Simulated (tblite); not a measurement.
# B11H18NSi3: the cost of one run

Computed with tblite 0.8.0 and PySCF 2.14.0 and routines of our own; the level stands in each step. Atoms count from 0.

## Step 1: The system as given

33 atoms, charge 0, multiplicity 1; geometry from: GFN2-xTB.

## Step 2: Md: GFN2-xTB Langevin dynamics

The job: settings as JSON, then the geometry in Å.

```
{"job": {"kind": "md", "xc": "GFN2-xTB", "basis": "xTB", "temperature": 600, "steps": 1000, "every": 50, "frames": 3}, "charge": 0, "multiplicity": 1}
N     -0.213629     1.099514     1.909127
B      0.658804     1.743796     0.655147
B      1.202455     0.323377     1.532871
B     -0.221546     1.237118    -0.784357
B      0.681527    -1.124630     0.675389
B     -1.631743     0.333615     1.546192
B     -0.212550    -0.550366     2.080164
B     -1.092102     1.747988     0.659290
B      1.220500     0.325290    -0.232381
B     -0.222679    -0.562389    -0.775415
B     -1.109915    -1.113299     0.674066
B     -1.664078     0.335085    -0.222302
H     -0.208675     1.632542     2.767915
H      1.198952     2.762204     0.897084
H      2.074406     0.475055     2.310106
H     -2.498096     0.485789     2.328830
H     -0.206871    -0.937033     3.192649
H     -1.624926     2.770091     0.901541
H      2.237131     0.344838    -0.829727
H     -1.744187    -2.105557     0.705128
H     -2.683539     0.349993    -0.812448
Si    -0.236291    -1.602904    -2.434847
H     -1.471219    -2.391113    -2.658774
H      0.852759    -2.604177    -2.527747
H     -0.098120    -0.788525    -3.665517
Si    -0.225369     2.339083    -2.400496
H      1.047381     2.338571    -3.152072
H     -0.454670     3.780062    -2.121896
H     -1.271420     2.007156    -3.387778
Si     1.727076    -2.776052     0.754409
H      1.043381    -3.979137     0.240127
H      2.114318    -3.156285     2.137130
H      3.023071    -2.720207     0.045146
```

Level: GFN2-xTB Langevin dynamics, gas phase.

The run is started by

```sh
$ OMP_NUM_THREADS=1 python large_run.py task.json out
```

The driver reads the jobs from task.json and runs them one after another.

**Question.** How long does this first job take on 1 thread of Intel Xeon Platinum 8488C, shared host, and how much memory does it need?

About 49 s, with a peak of 0.16 GiB.
